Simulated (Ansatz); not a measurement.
# H5O3Sn: the cost of one run

Program: Ansatz 0.2.0. Level of theory: UKS PBE-D4/def2-SVP. These are calculated values, not measurements.

**1. The structure to begin with**

Bond lengths: Sn1–H2 1.990 Å, Sn1–O3 1.960 Å, O3–H4 1.010 Å, Sn1–O5 1.959 Å, O5–H6 1.010 Å, Sn1–O7 1.959 Å, O7–H8 1.010 Å. Angles: H2–Sn1–O3 109.4°, H2–Sn1–O5 109.5°, H2–Sn1–O7 109.5°, O3–Sn1–O5 109.5°, O3–Sn1–O7 109.5°, O5–Sn1–O7 109.5°, Sn1–O3–H4 109.5°, Sn1–O5–H6 109.5°, Sn1–O7–H8 109.5°.

As a file:

```xyz
9

Sn    0.0000    0.0000    0.0000
H     0.0000    0.0000    1.9900
O     1.8483    0.0000   -0.6527
H     2.1646   -0.9521   -0.7693
O    -0.9232    1.5994   -0.6527
H    -1.8810    1.3686   -0.8751
O    -0.9232   -1.5994   -0.6527
H    -1.3778   -2.0650    0.1197
H     0.0000    0.0000    2.9500
```

**2. Pulling towards end A**

Springs on the bonds that form and break draw the guess towards this end; the thresholds are loose.

input.yaml reads:

```yaml
crystal:
  periodic: [false, false, false]
  atoms:
    - { symbol: Sn, position_ang: [0.0, 0.0, 0.0] }
    - { symbol: H, position_ang: [0.0, 0.0, 1.99] }
    - { symbol: O, position_ang: [1.8483, 0.0, -0.6527] }
    - { symbol: H, position_ang: [2.1646, -0.9521, -0.7693] }
    - { symbol: O, position_ang: [-0.9232, 1.5994, -0.6527] }
    - { symbol: H, position_ang: [-1.881, 1.3686, -0.8751] }
    - { symbol: O, position_ang: [-0.9232, -1.5994, -0.6527] }
    - { symbol: H, position_ang: [-1.3778, -2.065, 0.1197] }
    - { symbol: H, position_ang: [0.0, 0.0, 2.95] }
magnetization:
  spin_polarized: true
  initial_magnetization: 1
basis:
  gaussian: { orbitals: def2-SVP }
hamiltonian:
  xc: pbe
  dispersion: d4
relax:
  f_tol: 0.15
  max_steps: 25
  restrain:
    - { distance: [1, 8], at: 1.86, k: 30.0 }
    - { distance: [0, 1], at: 1.74, k: 30.0 }
```

Started as:

```bash
$ ansatz run input.yaml --threads 4 --pin off --max-ram 5120MiB --backend cpu --events-out ev --progress --plain --runs-dir out
```

**Question.** How long does this run take on 4 threads of Arm Neoverse V1, shared host, and how much memory does it need?

About 18 s, with a peak of 0.17 GiB.
